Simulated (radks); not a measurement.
# Ru⁺ in [Ar] 3d10 4s1.5 4p6 4d7 5d0.5: an all-electron calculation

What are the levels of the ruthenium ion Ru+, how large are its shells, and how does its energy divide?

Method: Dirac Kohn-Sham, PBE, spin-unpolarised, spherical densities, finite nucleus; open shells fill j = l - 1/2 first. Code: radks (a radial shooting solver on a logarithmic mesh, Libxc functionals) version 1.

## 1. What is computed

* element: ruthenium (Z = 44)
* charge: +1
* electrons: 43
* configuration: [Ar] 3d10 4s1.5 4p6 4d7 5d0.5
* nuclear rms radius: 4.4809 fm

## 2. Self-consistent calculation

Input:

```text
Z 44
configuration [Ar] 3d10 4s1.5 4p6 4d7 5d0.5
relativity Dirac
functional pbe,pbe
spin unpolarised
j_filling energy
nucleus finite rms 4.4809 fm
c 137.035999084
```

Run with:

```sh
$ python run_ks.py task.json out
```

All runs below come from this command, one after another.

Q: Predict the outcome of this run.

**Answer**, as computed:

```
                        quantity                   value
                    total energy     -4529.68220 hartree
exchange-correlation share of it                  2.94 %
                            −T/E                  1.0406
          highest occupied level        5d3/2, -3.351 eV
    most extended occupied level  5d3/2, <r> = 6.79 bohr
 radius at density 0.001 e/bohr³               3.77 bohr
    maxima of the radial density                       5
```

**Reading.** 5 principal shells are occupied and 5 maxima appear in the radial density. Relativity lifts −T/E to 1.041. This is not the tabulated ground configuration, so its levels and sizes aren't those of the ground state, and no measured value stands beside it.
